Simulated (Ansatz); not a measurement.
# HfH2 (singlet): the correlation ladder at distance Hf1–H2 = 3.530 Å, def2-SVP

How much of the correlation energy of HfH2 (singlet) does each wave-function method recover here?

Method: def2-SVP, core rule «outside noble gas», up to 4 orbitals frozen; program: Ansatz 0.2.0, Gaussian basis.

Plan: UHF; CCSD(T) on RHF; CCSD(T) on UHF; CISD; CCSDT(Q) on RHF; CCSDT(Q) on UHF; CASSCF and MRCISD+Q, 2 electrons in 2 orbitals; CASSCF and NEVPT2, 2 electrons in 2 orbitals; Full CI.

40 further runs of the same task are left out: 22 for a known fault of the program, 15 that didn't finish, 3 set aside as unsound or not needed.

## Step 1: What is computed

The geometry derives from a PBE0/def2-TZVP stationary point (not a proven minimum). One bond is set to the value named and the two fragments are kept rigid. No spin-orbit coupling is included. Elements past krypton take def2 core potentials.

3 atoms, charge 0, spin multiplicity 1.

Atoms are counted from 1 here; the program's logs count them from 0.

Bond lengths: Hf1–H3 1.912 Å.

Coordinates:

```xyz
3
H2Hf
Hf    0.0000    0.0000    0.5394
H     0.0000    0.0000   -2.9906
H     0.0000    0.0000    2.4512
```

## Step 2: UHF

in.yaml reads:

```yaml
crystal:
  periodic: [false, false, false]
  atoms:
    - {symbol: Hf, position_ang: [0.000000, 0.000000, 0.539400]}
    - {symbol: H, position_ang: [0.000000, 0.000000, -2.990600]}
    - {symbol: H, position_ang: [0.000000, 0.000000, 2.451200]}
basis:
  gaussian: {orbitals: def2-SVP}
magnetization: {spin_polarized: true, initial_magnetization: 0}
hamiltonian: {xc: hf}
output: {orbitals: {seedname: orbitals}}
```

On the command line:

```bash
ansatz run in.yaml --threads 1 --pin off --events-out ev --progress --plain --max-ram 2393MiB
```

The runs that follow: CCSD(T) on RHF; CCSD(T) on UHF; CISD; CCSDT(Q) on RHF; CCSDT(Q) on UHF; CASSCF and MRCISD+Q, 2 electrons in 2 orbitals; CASSCF and NEVPT2, 2 electrons in 2 orbitals; Full CI.

Before running them: what should the planned runs give, taken together? Wanted: FCI below the RHF energy; RMP2 from FCI; RCCSD from FCI; RCCSD(T) from FCI; RCCSDT(Q) from FCI; NEVPT2 pair from FCI; MRCISD+Q pair from FCI; T1 diagnostic; effectively unpaired electrons.

As calculated:

| quantity | value |
| --- | --- |
| FCI below the RHF energy | -3.3086 eV |
| RMP2 from FCI | +1274.1 meV |
| RCCSD from FCI | +199.7 meV |
| RCCSD(T) from FCI | +71.9 meV |
| RCCSDT(Q) from FCI | +0.2 meV |
| NEVPT2 pair from FCI | +815.3 meV |
| MRCISD+Q pair from FCI | -30.6 meV |
| levels within 1 kcal/mol (43 meV) | RCCSDT, RCCSDT(Q), MRCISD+Q pair |
| T1 diagnostic | 0.047 |
| effectively unpaired electrons | 0.93 |

**Reading.** RCCSD(T) misses by +71.9 meV, 2.2 % of the correlation energy. MRCISD+Q pair falls below full CI: the +Q correction isn't variational, and the cores differ from full CI's. With 0.9 effectively unpaired electrons against 0 the state is strongly multireference. Coupled cluster on one determinant still stays close here. Of the multireference levels listed MRCISD+Q pair comes nearest in total energy (-30.6 meV), which doesn't show that its space is the better one. Coupled cluster took another determinant than the lowest Hartree-Fock one. These misses are within one basis, not against nature.
